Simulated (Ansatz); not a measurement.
# BClGaH3: one species, many methods

Aim: compute BClGaH3 with functionals from several rungs and with coupled cluster, and see how far each lands from CCSD(T) at the basis-set limit for the atomisation energy.

Computed with Ansatz 0.2.0, Gaussian basis. Level: functionals in def2-TZVPP, the program's frozen cores in correlated methods.

Plan: LDA (SPW92), PBE-D4, revPBE-D4, BLYP-D4, r2SCAN-D4, B97M-V, PBE0-D4, B3LYP-D4, r2SCANh-D4, r2SCAN0-D4, HSE06-D4, BHLYP-D4, CAM-B3LYP-D4, LC-ωPBE, ωB97X-V, ωB97M-V, B2PLYP, PBE-QIDH; CCSD(T)/def2-SVP; CCSD(T)/def2-TZVPP; MP2/def2-QZVPP; extrapolation to the limit; RPA on PBE.

### 1 Structure used throughout

The geometry comes from an earlier relaxation with PBE0-D4 in a triple-zeta def2 set; it is a stationary point.

SMILES `Cl[BH][GaH2]`, 6 atoms, charge 0, spin multiplicity 1.

Atoms are counted from 1 here; the program's logs count them from 0.

Bond lengths: Cl1–B2 1.749 Å, B2–Ga3 2.085 Å, B2–H4 1.196 Å, Ga3–H5 1.573 Å, Ga3–H6 1.573 Å. Angles: Cl1–B2–Ga3 119.1°, Cl1–B2–H4 114.7°, Ga3–B2–H4 126.2°, B2–Ga3–H5 121.6°, B2–Ga3–H6 121.5°, H5–Ga3–H6 116.9°.

As a file:

```
Cl   -0.77156   -2.06415    0.92208
B    -0.51524   -0.87528   -0.33542
Ga    0.49495    0.88847    0.12880
H    -0.95575   -1.17642   -1.40584
H     2.05976    0.99764    0.00648
H    -0.27005    2.16575    0.63759
```

### 2 LDA

This LDA is Slater exchange with PW92 correlation.

Input file in.yaml:

```yaml
crystal:
  periodic: [false, false, false]
  atoms:
    - {symbol: Cl, position_ang: [-0.771564, -2.064153, 0.922079]}
    - {symbol: B, position_ang: [-0.515241, -0.875284, -0.335415]}
    - {symbol: Ga, position_ang: [0.494948, 0.888470, 0.128801]}
    - {symbol: H, position_ang: [-0.955751, -1.176420, -1.405844]}
    - {symbol: H, position_ang: [2.059758, 0.997640, 0.006484]}
    - {symbol: H, position_ang: [-0.270050, 2.165747, 0.637594]}
basis:
  gaussian: {orbitals: def2-TZVPP}
hamiltonian: {xc: lda}
output: {orbitals: {seedname: orbitals}}
```

Launch:

```
> ansatz run in.yaml --threads 2 --pin off --events-out ev --progress --plain --max-ram 4352MiB
```

The runs that follow: PBE-D4 (GGA); revPBE-D4 (GGA); BLYP-D4 (GGA); r2SCAN-D4 (meta-GGA); B97M-V (meta-GGA); PBE0-D4 (hybrid); B3LYP-D4 (hybrid); r2SCANh-D4 (hybrid); r2SCAN0-D4 (hybrid); HSE06-D4 (hybrid); BHLYP-D4 (hybrid); CAM-B3LYP-D4 (range-separated); LC-ωPBE (range-separated); ωB97X-V (range-separated); ωB97M-V (range-separated); B2PLYP (double hybrid); PBE-QIDH (double hybrid); CCSD(T) in def2-SVP; CCSD(T) in def2-TZVPP; MP2 in def2-QZVPP; RPA on PBE orbitals.

Q: Predict the results of all the runs planned. Wanted: atomisation energy, CCSD(T)/CBS; farthest beyond LDA; mean size of error, GGA; mean size of error, meta-GGA; mean size of error, hybrid; mean size of error, range-separated; mean size of error, double hybrid; gap, smallest and largest; T1 diagnostic.

**Answer**, as computed:

```
                               quantity                                                                                               value
        atomisation energy, CCSD(T)/CBS                                                                                           16.528 eV
    functionals within 0.165 eV (1.0 %)  PBE-D4, PBE0-D4, B3LYP-D4, r2SCAN0-D4, HSE06-D4, CAM-B3LYP-D4, LC-ωPBE, ωB97X-V, ωB97M-V, PBE-QIDH
                    farthest beyond LDA                                                                                  B97M-V (+0.351 eV)
                mean size of error, GGA                                                                                            0.223 eV
           mean size of error, meta-GGA                                                                                            0.301 eV
             mean size of error, hybrid                                                                                            0.119 eV
    mean size of error, range-separated                                                                                            0.065 eV
      mean size of error, double hybrid                                                                                            0.143 eV
              gap, smallest and largest                                                           3.07 eV (LDA (SPW92)), 10.28 eV (LC-ωPBE)
                          T1 diagnostic                                                                                              0.0138
triples share of the correlation energy                                                                                               3.9 %
```

The LDA atomisation energy is off by 2.204 eV (13 %): it overbinds. PBE-D4 is off by +0.114 eV. Double hybrids carry the basis error of their MP2 part in triple zeta, and no dispersion term here, so their miss is partly the set-up's. The rungs range-separated, hybrid, double hybrid miss on average by less than the doubt on the reference (0.165 eV), so they tie. The reference freezes the cores and leaves out relativity and excitations past (T), and its outer-core shells are covered unevenly, so misses under about 0.165 eV can't be ranked. Hartree-Fock recovers 77 % of the binding; the rest is correlation. CCSD(T) in def2-SVP is off by -0.812 eV, worse than the median functional, from the basis alone. Orbital gaps span 3.1 to 10.3 eV; exact exchange widens them. Correlated methods include outer-core shells of Ga, which these sets cover unevenly.
